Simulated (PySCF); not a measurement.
# C5H8O3Si: the cost of one run

Programs: PySCF 2.14.0, with routines of our own; each step states its level. All values are computed. Atoms count from 0.

## 1. The system as given

17 atoms, charge 0, multiplicity 1; geometry from: GFN2-xTB.

## 2. Magnetic properties: GIAO PBE0/pcSseg-1

What the job is given:

```
{"job": {"kind": "mag", "xc": "PBE0", "basis": "pcSseg-1", "isotopologues": 0}, "charge": 0, "multiplicity": 1}
O      3.580661    -0.334121    -0.123704
C      2.401319    -0.218858    -0.049459
C      1.277887     0.179103    -0.986900
C      0.401296    -0.066201     0.254712
C     -0.287652     1.170843     0.838713
O     -1.581155     1.265162     0.311181
Si    -2.208179    -0.143624    -0.240951
C     -0.643054    -1.160546     0.155025
O      1.587870    -0.428442     1.013915
H      1.122950    -0.500036    -1.821565
H      1.324971     1.202415    -1.350544
H      0.253951     2.090305     0.600398
H     -0.336139     1.067906     1.928552
H     -2.462807    -0.010577    -1.670451
H     -3.355308    -0.533098     0.567060
H     -0.729022    -1.645397     1.127425
H     -0.354587    -1.922802    -0.563317
```

Level: GIAO PBE0/pcSseg-1 magnetisability, rotational g tensor and spin-rotation constants, non-relativistic, gas phase.

The run is started by

```console
$ OMP_NUM_THREADS=1 python excited_run.py task.json out
```

The driver reads the jobs from task.json and runs them one after another.

Q: Estimate the wall time and peak memory of this first job on 1 thread of AMD EPYC 9R14, shared host.

About 37 s, with a peak of 0.91 GiB.
